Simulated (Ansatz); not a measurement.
Here is an Ansatz 0.2.0 calculation.

File input.yaml:

```yaml
crystal:
  lattice:
    - [7.67722, -1.70971, 0.0]
    - [7.67722, 1.70971, 0.0]
    - [-3.99941, 0.0, 12.58754]
  atoms:
    - { symbol: Hf, position: [0.05486, 0.05486, 0.93856] }
    - { symbol: Hf, position: [0.39372, 0.39372, 0.71691] }
    - { symbol: Pd, position: [0.8208, 0.8208, 0.49036] }
    - { symbol: Pd, position: [0.67714, 0.67714, 0.25693] }
    - { symbol: Se, position: [0.07768, 0.07768, 0.15435] }
    - { symbol: Se, position: [0.21009, 0.21009, 0.412] }
    - { symbol: Br, position: [0.41355, 0.41355, 0.9548] }
    - { symbol: Br, position: [0.75396, 0.75396, 0.71349] }
    - { symbol: O, position: [0.40299, 0.40299, 0.57873] }
    - { symbol: O, position: [0.61446, 0.61446, 0.92698] }
    - { symbol: O, position: [0.96906, 0.96906, 0.77831] }
hamiltonian:
  xc: pbe
  pseudopotentials: { kind: nc }
kpoints:
  mp_grid: { grid: [8, 8, 2] }
scf:
  occupations: { method: fermi_dirac, width: 0.05 }
output:
  forces: true
  stress: true
  eigenvalues: true
  write_density: true
  write_potential: true
  elf: true
  volumetric_format: npy
```

Potentials or basis: Ansatz NC.

Launch:

```console
$ ansatz run input.yaml --threads 8 --pin off --max-ram 20480MiB --backend cpu --events-out ev --progress --plain --runs-dir out
```

Predict the band gap on the k mesh.

0.83 eV, indirect (least direct gap 0.87 eV).

Predict the largest force.

0.025 eV/Å.

Forces on the atoms (eV/Å):
```
Hf  -0.008  0.000 -0.001
Hf  -0.007  0.000  0.025
Pd   0.007  0.000 -0.005
Pd   0.000  0.000  0.006
Se   0.000  0.000 -0.001
Se   0.002  0.000 -0.001
Br   0.002  0.000 -0.001
Br   0.003  0.000 -0.001
O   -0.001  0.000 -0.023
O    0.008  0.000 -0.001
O   -0.005  0.000  0.003
```

Caveat: spin-orbit coupling is left out, which moves the levels of the heavy elements. A k mesh can miss the band edges.
